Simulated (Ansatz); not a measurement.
# Zn2Ge: from a guess to a relaxed structure, part 3 of 3

Aim: relax a trial structure of Zn2Ge and see where it ends.

Ansatz 0.2.0; DFT PBE, scalar-relativistic, plane waves, PAW. Earlier steps stand in the parts before.

### Step 4. Final relaxation

The end of the coarse run is made exact in the group found at a tolerance of 0.06 Å and reduced to its primitive cell.

Input file input.yaml:

```yaml
crystal:
  lattice:
    - [4.3024750225, 0.0, 0.0]
    - [-2.1512375112, 3.7260526686, 0.0]
    - [0.0, 0.0, 3.361287625]
  atoms:
    - { symbol: Zn, position: [0.3333333333, 0.6666666667, 0.5] }
    - { symbol: Zn, position: [0.6666666667, 0.3333333333, 0.5] }
    - { symbol: Ge, position: [0.0, 0.0, 0.0] }
basis:
  ecutwfc: 420
kpoints:
  mp_grid: { grid: [12, 12, 14] }
hamiltonian:
  xc: pbe
scf:
  occupations: { method: gaussian, width: 0.1 }
output:
  forces: true
  stress: true
  eigenvalues: true
relax:
  adjacent_minimum: "off"
  f_tol: 0.01
  max_steps: 80
  cell: { stress_tol: 0.05 }
```

On the command line:

```
$ ansatz run input.yaml --threads 1 --pin off --max-ram 2048MiB --backend cpu --events-out ev --progress --plain --runs-dir out
```

Output:

```text
Warning: RAYON_NUM_THREADS=1 ignored (pool sized by the plan → 1); use --threads N
Engine: ansatz 0.2.0, x86_64-unknown-linux-gnu
Pseudopotentials: kind: paw
Pseudopotential: Zn, paw, valence charge 12, recommended cutoff 420 eV (normal), Zn.paw.azcp
Pseudopotential: Ge, paw, valence charge 14, recommended cutoff 420 eV (normal), Ge.paw.azcp
Functional definition: PBE
  parameter kappa = 0.804
  parameter beta = 0.06672455060314922
  exchange = pbe_x(kappa = kappa, mu = beta*pi^2/3)
  correlation = pbe_c(beta = beta)
Crystal: 3 atoms, lattice volume = 53.886 Å³
Basis set: ecut = 420 eV, 1061 PW (Γ), exchange–correlation on 60×60×48 points (8 copies of the dense FFT grid, shifted against one another)
Bands: 23, of which v1, the nominal top of the filled ones, is band 19 counted from 1 (18 counted from 0)
Symmetry: 24 space group operations
Space group: P6/mmm (ITA 191), of the structure as read, at distance tolerance 3.8e-5 Å
k-points: 152 of 2016
Non-local potential: Zn, projectors of the file, l = 0: 2, l = 1: 2, l = 2: 3, l = 3: 1
Non-local potential: Ge, projectors of the file, l = 0: 2, l = 1: 2, l = 2: 3, l = 3: 1
PAW form: soft (Blöchl's): semilocal exchange-correlation on the pseudo side does not see the compensation charge
PAW one-centre angular grid: Zn, 590 points (default); XC on 64 Gauss nodes
PAW one-centre angular grid: Ge, 590 points (default); XC on 64 Gauss nodes
Initial density: superposition of atomic densities (neutral atoms: chi_scale 0, normalization atom), corrected by the library's trained network
Initial wavefunctions: pseudopotential atomic-orbital guess
Functional: x = pbe(κ = 0.804, μ = 0.2195149727645171), c = pbe(β = 0.06672455060314922)
SCF iter   1: F=—  HF=-10932.387180 eV  |F-HF|=—  |Δ(HF+E_count)|=         —  Δρ=1.43e-3  dr2=1.38e-3  ethr=1.77e-3  ⟨swp⟩=5.4  Hψ=16015  notcnv=0
preconditioner: auto → Kerker (q_TF=auto, 2.574 Å⁻¹)  [metal: Δε(μ)=0.010 eV  Ē_g=14.526 eV  σ=0.100 eV  W_gap=0.05  n_scr=20 (ndim 8)  ℏωp=31.2 eV  f_vac=0.000  D(μ)=1.07/eV (n_scr^D=8)]
SCF iter   2: F=—  HF=-10932.386816 eV  |F-HF|=—  |Δ(HF+E_count)|=   3.64e-4  Δρ=9.26e-4  dr2=5.94e-4  ethr=3.63e-6  ⟨swp⟩=1.3  Hψ=5167  notcnv=0
SCF iter   3: F=—  HF=-10932.386918 eV  |F-HF|=—  |Δ(HF+E_count)|=   1.02e-4  Δρ=4.57e-4  dr2=9.42e-5  ethr=1.56e-6  ⟨swp⟩=2.0  Hψ=6347  notcnv=0
SCF iter   4: F=—  HF=-10932.386829 eV  |F-HF|=—  |Δ(HF+E_count)|=   8.92e-5  Δρ=1.71e-4  dr2=1.53e-5  ethr=2.48e-7  ⟨swp⟩=2.0  Hψ=6307  notcnv=0
SCF iter   5: F=—  HF=-10932.386816 eV  |F-HF|=—  |Δ(HF+E_count)|=   1.30e-5  Δρ=6.81e-5  dr2=2.87e-6  ethr=4.04e-8  ⟨swp⟩=2.0  Hψ=6348  notcnv=0
SCF iter   6: F=—  HF=-10932.386816 eV  |F-HF|=—  |Δ(HF+E_count)|=   3.68e-7  Δρ=7.42e-5  dr2=1.53e-6  ethr=7.54e-9  ⟨swp⟩=2.0  Hψ=5569  notcnv=0
SCF iter   7: F=—  HF=-10932.386815 eV  |F-HF|=—  |Δ(HF+E_count)|=   9.17e-7  Δρ=1.73e-5  dr2=2.13e-7  ethr=4.03e-9  ⟨swp⟩=2.1  Hψ=5400  notcnv=0
SCF iter   8: F=-10932.386815 eV  HF=-10932.386815 eV  |F-HF|=6.20e-8  |Δ(HF+E_count)|=   1.51e-8  Δρ=1.08e-5  dr2=4.01e-8  ethr=2.63e-10  ⟨swp⟩=4.6  Hψ=12553  notcnv=0
SCF 1 converged in 8 iterations: F = -10932.386815 eV  dr2 = 4.01e-8
relax step   1: F+E_penalty+E_count = -10932.38681517 eV  Δ(F+E_penalty+E_count) = +0.000e0 eV  max|allowed force component| = 1.049e-16 eV/Å  Δτ_max = 0.0000 Å  P = +0.093 GPa  Ω = 53.886 Å³  (8 SCF iters, dr2 threshold 1.00e-7 eV, accepted)
Crystal: 3 atoms, lattice volume = 52.630 Å³
Basis set: ecut = 420 eV, 1025 PW (Γ), exchange–correlation on 60×60×48 points (8 copies of the dense FFT grid, shifted against one another)
Initial density: handed on by an earlier stage of this run
Initial wavefunctions: those handed on with the density
iter 1 solved again at ethr=9.25e-7 eV; its pass at ethr=3.10e-3 eV (dr2=3.52e-4 eV) is discarded
SCF iter   1: F=—  HF=-10932.412745 eV  |F-HF|=—  |Δ(HF+E_count)|=         —  Δρ=7.18e-4  dr2=3.48e-4  ethr=9.25e-7  ⟨swp⟩=3.1  Hψ=24019  notcnv=0
preconditioner: auto → Kerker (q_TF=auto, 2.584 Å⁻¹)  [metal: Δε(μ)=0.028 eV  Ē_g=14.600 eV  σ=0.100 eV  W_gap=0.16  n_scr=20 (ndim 8)  ℏωp=31.6 eV  f_vac=0.000  D(μ)=0.94/eV (n_scr^D=6)]
SCF iter   2: F=—  HF=-10932.412716 eV  |F-HF|=—  |Δ(HF+E_count)|=   2.83e-5  Δρ=4.89e-4  dr2=1.63e-4  ethr=9.17e-7  ⟨swp⟩=1.0  Hψ=3496  notcnv=0
SCF iter   3: F=—  HF=-10932.412675 eV  |F-HF|=—  |Δ(HF+E_count)|=   4.15e-5  Δρ=2.38e-4  dr2=2.20e-5  ethr=4.30e-7  ⟨swp⟩=2.0  Hψ=5593  notcnv=0
SCF iter   4: F=—  HF=-10932.412661 eV  |F-HF|=—  |Δ(HF+E_count)|=   1.40e-5  Δρ=7.56e-5  dr2=1.96e-6  ethr=5.80e-8  ⟨swp⟩=2.0  Hψ=5568  notcnv=0
SCF iter   5: F=-10932.412661 eV  HF=-10932.412661 eV  |F-HF|=2.51e-7  |Δ(HF+E_count)|=   2.31e-7  Δρ=1.88e-5  dr2=2.86e-7  ethr=7.89e-10  ⟨swp⟩=4.2  Hψ=17670  notcnv=0
SCF 2 converged in 5 iterations: F = -10932.412661 eV  dr2 = 2.86e-7
relax step   2: F+E_penalty+E_count = -10932.41266074 eV  Δ(F+E_penalty+E_count) = -2.585e-2 eV  max|allowed force component| = 7.401e-17 eV/Å  Δτ_max = 0.0000 Å  P = +1.045 GPa  Ω = 52.630 Å³  energy of the carried Pulay correction = +5.744e-4 eV  (5 SCF iters, dr2 threshold 3.00e-7 eV, accepted)
Crystal: 3 atoms, lattice volume = 53.562 Å³
Basis set: ecut = 420 eV, 1049 PW (Γ), exchange–correlation on 60×60×48 points (8 copies of the dense FFT grid, shifted against one another)
iter 1 solved again at ethr=4.94e-6 eV; its pass at ethr=3.10e-3 eV (dr2=1.88e-3 eV) is discarded
SCF iter   1: F=—  HF=-10932.421626 eV  |F-HF|=—  |Δ(HF+E_count)|=         —  Δρ=2.53e-3  dr2=2.48e-3  ethr=4.94e-6  ⟨swp⟩=3.0  Hψ=24988  notcnv=0
preconditioner: auto → none  [metal: Δε(μ)=0.025 eV  Ē_g=14.532 eV  σ=0.100 eV  W_gap=0.14  n_scr=8 (ndim 8)  ℏωp=31.3 eV  f_vac=0.000  D(μ)=0.99/eV (n_scr^D=6)]
SCF iter   2: F=—  HF=-10932.421247 eV  |F-HF|=—  |Δ(HF+E_count)|=   3.79e-4  Δρ=9.54e-4  dr2=4.48e-4  ethr=4.94e-6  ⟨swp⟩=3.4  Hψ=7238  notcnv=0
SCF iter   3: F=—  HF=-10932.421014 eV  |F-HF|=—  |Δ(HF+E_count)|=   2.33e-4  Δρ=5.74e-4  dr2=1.29e-4  ethr=1.18e-6  ⟨swp⟩=3.5  Hψ=7315  notcnv=0
SCF iter   4: F=—  HF=-10932.420949 eV  |F-HF|=—  |Δ(HF+E_count)|=   6.50e-5  Δρ=1.53e-4  dr2=9.26e-6  ethr=3.39e-7  ⟨swp⟩=2.3  Hψ=5485  notcnv=0
SCF iter   5: F=-10932.420948 eV  HF=-10932.420948 eV  |F-HF|=4.41e-8  |Δ(HF+E_count)|=   8.09e-7  Δρ=2.57e-5  dr2=2.85e-7  ethr=7.89e-10  ⟨swp⟩=6.4  Hψ=22807  notcnv=0
SCF 3 converged in 5 iterations: F = -10932.420948 eV  dr2 = 2.85e-7
relax step   3: F+E_penalty+E_count = -10932.42094768 eV  Δ(F+E_penalty+E_count) = -8.287e-3 eV  max|allowed force component| = 8.327e-17 eV/Å  Δτ_max = 0.0000 Å  P = -0.634 GPa  Ω = 53.562 Å³  energy of the carried Pulay correction = +1.120e-4 eV  (5 SCF iters, dr2 threshold 3.00e-7 eV, accepted)
Crystal: 3 atoms, lattice volume = 53.043 Å³
iter 1 solved again at ethr=7.93e-7 eV; its pass at ethr=3.10e-3 eV (dr2=3.01e-4 eV) is discarded
SCF iter   1: F=—  HF=-10932.422366 eV  |F-HF|=—  |Δ(HF+E_count)|=         —  Δρ=5.97e-4  dr2=1.24e-4  ethr=7.93e-7  ⟨swp⟩=3.3  Hψ=21495  notcnv=0
preconditioner: auto → none  [metal: Δε(μ)=0.022 eV  Ē_g=14.541 eV  σ=0.100 eV  W_gap=0.12  n_scr=8 (ndim 8)  ℏωp=31.4 eV  f_vac=0.000  D(μ)=0.99/eV (n_scr^D=6)]
SCF iter   2: F=—  HF=-10932.422300 eV  |F-HF|=—  |Δ(HF+E_count)|=   6.65e-5  Δρ=2.36e-4  dr2=2.12e-5  ethr=3.25e-7  ⟨swp⟩=3.4  Hψ=7172  notcnv=0
SCF iter   3: F=—  HF=-10932.422285 eV  |F-HF|=—  |Δ(HF+E_count)|=   1.49e-5  Δρ=1.01e-4  dr2=3.71e-6  ethr=5.58e-8  ⟨swp⟩=3.8  Hψ=7468  notcnv=0
SCF iter   4: F=-10932.422284 eV  HF=-10932.422284 eV  |F-HF|=6.29e-8  |Δ(HF+E_count)|=   1.11e-6  Δρ=1.82e-5  dr2=1.24e-7  ethr=7.89e-10  ⟨swp⟩=5.1  Hψ=21585  notcnv=0
SCF 4 converged in 4 iterations: F = -10932.422284 eV  dr2 = 1.24e-7
relax step   4: F+E_penalty+E_count = -10932.42228361 eV  Δ(F+E_penalty+E_count) = -1.336e-3 eV  max|allowed force component| = 4.934e-17 eV/Å  Δτ_max = 0.0000 Å  P = -0.013 GPa  Ω = 53.043 Å³  energy of the carried Pulay correction = +3.587e-4 eV  (4 SCF iters, dr2 threshold 3.00e-7 eV, accepted)
Initial wavefunctions: pseudopotential atomic-orbital guess (no wavefunctions were taken with the density)
iter 1 solved again at ethr=3.84e-8 eV; its pass at ethr=3.10e-3 eV (dr2=1.46e-5 eV) is discarded
SCF iter   1: F=—  HF=-10932.420699 eV  |F-HF|=—  |Δ(HF+E_count)|=         —  Δρ=7.42e-4  dr2=6.92e-6  ethr=3.84e-8  ⟨swp⟩=2.2  Hψ=24000  notcnv=0
preconditioner: auto → none  [metal: Δε(μ)=0.021 eV  Ē_g=14.548 eV  σ=0.100 eV  W_gap=0.12  n_scr=8 (ndim 8)  ℏωp=31.4 eV  f_vac=0.000  D(μ)=0.99/eV (n_scr^D=6)]
SCF iter   2: F=—  HF=-10932.421712 eV  |F-HF|=—  |Δ(HF+E_count)|=   1.01e-3  Δρ=3.72e-4  dr2=1.96e-6  ethr=1.82e-8  ⟨swp⟩=2.2  Hψ=4299  notcnv=0
SCF iter   3: F=—  HF=-10932.422046 eV  |F-HF|=—  |Δ(HF+E_count)|=   3.35e-4  Δρ=5.85e-5  dr2=8.95e-7  ethr=5.15e-9  ⟨swp⟩=2.0  Hψ=5508  notcnv=0
SCF iter   4: F=—  HF=-10932.422047 eV  |F-HF|=—  |Δ(HF+E_count)|=   7.99e-7  Δρ=1.13e-5  dr2=6.44e-9  ethr=2.35e-9  ⟨swp⟩=2.0  Hψ=5491  notcnv=0
SCF iter   5: F=—  HF=-10932.422047 eV  |F-HF|=—  |Δ(HF+E_count)|=   2.47e-7  Δρ=4.47e-6  dr2=1.00e-9  ethr=1.70e-11  ⟨swp⟩=2.0  Hψ=6382  notcnv=0
SCF iter   6: F=—  HF=-10932.422047 eV  |F-HF|=—  |Δ(HF+E_count)|=   3.61e-8  Δρ=1.83e-6  dr2=1.74e-10  ethr=2.64e-12  ⟨swp⟩=2.0  Hψ=6169  notcnv=0
SCF iter   7: F=-10932.422047 eV  HF=-10932.422047 eV  |F-HF|=2.93e-10  |Δ(HF+E_count)|=   6.73e-9  Δρ=3.89e-7  dr2=1.46e-11  ethr=1.00e-12  ⟨swp⟩=4.2  Hψ=16195  notcnv=0
SCF 5 converged in 7 iterations: F = -10932.422047 eV  dr2 = 1.46e-11
relax step   5: F+E_penalty+E_count = -10932.42204733 eV  Δ(F+E_penalty+E_count) = +2.363e-4 eV  max|allowed force component| = 6.168e-17 eV/Å  Δτ_max = 0.0000 Å  P = -0.025 GPa  Ω = 53.043 Å³  stress off target by 3.72e-2 GPa  SCF on the basis re-selected at this cell (its energy is not comparable with the rows above)  (7 SCF iters)
basis re-selected at this cell: Δ(F+E_penalty+E_count) = +2.363e-4 eV, ΔP = -0.012 GPa vs the last step (what re-selecting the basis moved, of the pressure what is left beyond the Pulay correction that the steps carried, after the strain that the cell walked since its last selection, with what the two solves' SCF thresholds leave and, on support functions, any second-order correction that the steps lacked; it is no measure of the basis error at this ecutwfc). This SCF's stress stands 3.72e-2 GPa from its target on what of the cell is left free (relax.cell.stress_tol is 5.00e-2 GPa) and its largest allowed force component is 6.17e-17 eV/Å (relax.f_tol is 1.00e-2 eV/Å): within both
SCF converged after 7 iterations
Free energy (F): -10932.422047 eV
Harris-Foulkes:  -10932.422047 eV  (|F-HF|=2.93e-10)
Internal energy: -10932.417117 eV  (E = F + TS)
E sigma→0 (E₀):  -10932.419582 eV
Entropy (-TS):   -0.004930 eV (-1.643 meV/atom)
Fermi energy:    10.032101 eV
--- Per-component energies (eV) ---
  E_band       = -49.993204
  E_kinetic    = 370.821067
  E_local      = -5381.801639  (includes V_loc(G=0)·N_el)
  E_nonlocal   = 1636.489321
  E_hartree    = 2291.177359
  E_xc         = -350.081146
  E_vxc        = -168.343266  (∫ρ·V_xc dr)
  E_paw        = -5665.732102  (= ΣΔE_a)
  E_vpaw       = -1089.513005  (= ΣTr[D̂ρ^β])
  E_aug_tail   = -0.000379  (compensation charges beyond the density's cutoff)
  E_ewald      = -3833.289599
  E_smearing   = -0.004930  (= −TS)
  E_closure    = -0.000000  (closes the sum)
  Σ components = -10932.422047   (vs F -10932.422047, Δ=0.00e0)
--- Forces (eV/Å), atoms counted from 1 ---
  atom   1  Zn     0.00000000    -0.00000000    -0.00000000
  atom   2  Zn    -0.00000000     0.00000000     0.00000000
  atom   3  Ge     0.00000000     0.00000000     0.00000000
  max |Σ_I F_I| component: 3.70e-17 eV/Å
--- Stress (GPa, compression-positive) ---
       -0.037190      -0.000000       0.000000
       -0.000000      -0.037190       0.000000
        0.000000       0.000000      -0.001713
  P = ⅓ Tr σ = -0.0254 GPa (-0.254 kbar)
--- Band table (eV; the first three rows and the last of 152) ---
  k-point 0: bands = ["-14.7675", "-14.7219", "-14.7219", "-14.7087", "-14.7087", "-1.2964", "2.3187", "2.5375", "2.5375", "2.5572", "2.5572", "2.6688", "2.6688", "2.7684", "3.0002", "3.0002", "7.8023", "9.4157", "9.4157", "10.9475", "10.9475", "12.0721", "12.9459"]
  k-point 1: bands = ["-14.7647", "-14.7229", "-14.7229", "-14.7086", "-14.7086", "-1.2217", "2.3292", "2.5371", "2.5371", "2.5632", "2.5632", "2.6589", "2.6589", "2.7875", "2.9937", "2.9937", "7.8108", "9.4832", "9.4832", "11.0294", "11.0294", "12.1322", "12.2261"]
  k-point 2: bands = ["-14.7569", "-14.7257", "-14.7257", "-14.7083", "-14.7083", "-0.9986", "2.3571", "2.5345", "2.5345", "2.5803", "2.5803", "2.6329", "2.6329", "2.8414", "2.9753", "2.9753", "7.7705", "9.6841", "9.6841", "10.9727", "11.2709", "11.2709", "12.3151"]
  k-point 151: bands = ["-14.7427", "-14.7427", "-14.7102", "-14.7053", "-14.7053", "1.6024", "2.0885", "2.4290", "2.4290", "2.5194", "2.5194", "2.9852", "3.0612", "3.0612", "3.2683", "4.1478", "6.0814", "7.4564", "7.4564", "7.9911", "7.9911", "16.0682", "16.0818"]
--- Relaxed structure (4 steps of the walk, 4 accepted, 1 SCFs on fresh bases) ---
  F+E_penalty+E_count = -10932.42204733 eV   max|allowed force component| = 6.168e-17 eV/Å   (the final SCF, on the basis selected at the relaxed cell)
  cell:  # Å, volume = 53.0430 Å³
    - [4.407759438819218, -2.957394961531194e-11, 2.0097313939026936e-29]
    - [-2.203879719383997, 3.81723164780287, -2.5944401486271407e-18]
    - [-2.1709550405674873e-33, -2.3404552594764542e-18, 3.152549007071249]
  atoms:
    - { symbol: Zn, position: [0.3333333333333333, 0.6666666666666665, 0.49999999999999994] }
    - { symbol: Zn, position: [0.6666666666666666, 0.3333333333333333, 0.49999999999999994] }
    - { symbol: Ge, position: [3.4843325708394702e-34, -2.9289985914513952e-34, -3.7092061506874214e-68] }
```

It took 29 s on 1 thread of Intel Xeon 6975P-C (Granite Rapids), shared host; peak memory 0.62 GiB.

Step by step:

| step | energy from step 1 (eV/cell) | largest force component (eV/Å) | pressure (GPa) | volume (Å³) |
| --- | --- | --- | --- | --- |
| 1 | 0.0000 | 0.0000 | 0.09 | 53.89 |
| 2 | -0.0258 | 0.0000 | 1.04 | 52.63 |
| 3 | -0.0341 | 0.0000 | -0.63 | 53.56 |
| 4 | -0.0355 | 0.0000 | -0.01 | 53.04 |
| 5 | -0.0352 | 0.0000 | -0.03 | 53.04 |

Step 1 is the start. Step 5 repeats the geometry before it on a plane-wave basis chosen anew for that cell, so its energy need not be comparable with the rows above.

|  | before | after | change |
| --- | --- | --- | --- |
| a (Å) | 4.302 | 4.408 | +2.4 % |
| b (Å) | 4.302 | 4.408 | +2.4 % |
| c (Å) | 3.361 | 3.153 | -6.2 % |
| volume (Å³/atom) | 17.96 | 17.68 | -1.6 % |
| shortest distance (Å) | 2.484 | 2.545 | +2.4 % |
| space group (0.01 Å) | P6/mmm | P6/mmm | same |

The run keeps the 24 symmetry operations of the start, so it could not have lowered the symmetry.

### Step 5. Results

This closing draws on all 3 parts. Changes of volume or cell count from the first structure of part 1.

| quantity | value |
| --- | --- |
| symmetry at the end (tolerance 0.05 Å) | space group P6/mmm (No. 191) |
| conventional cell | a = 4.408 Å, b = 4.408 Å, c = 3.153 Å, α = 90.00°, β = 90.00°, γ = 120.00° |
| volume | 17.68 Å³/atom |
| energy over the elements | +0.21 eV/atom |
| gap on the mesh | none (metal) |

What this shows: The space group P6/mmm (No. 191) is kept, and the volume per atom grows by 9.6 % from the first guess. The formation energy is positive, so the separate elements lie lower. No finished test with a distortion of lower symmetry is shown, so the end may be a saddle point.
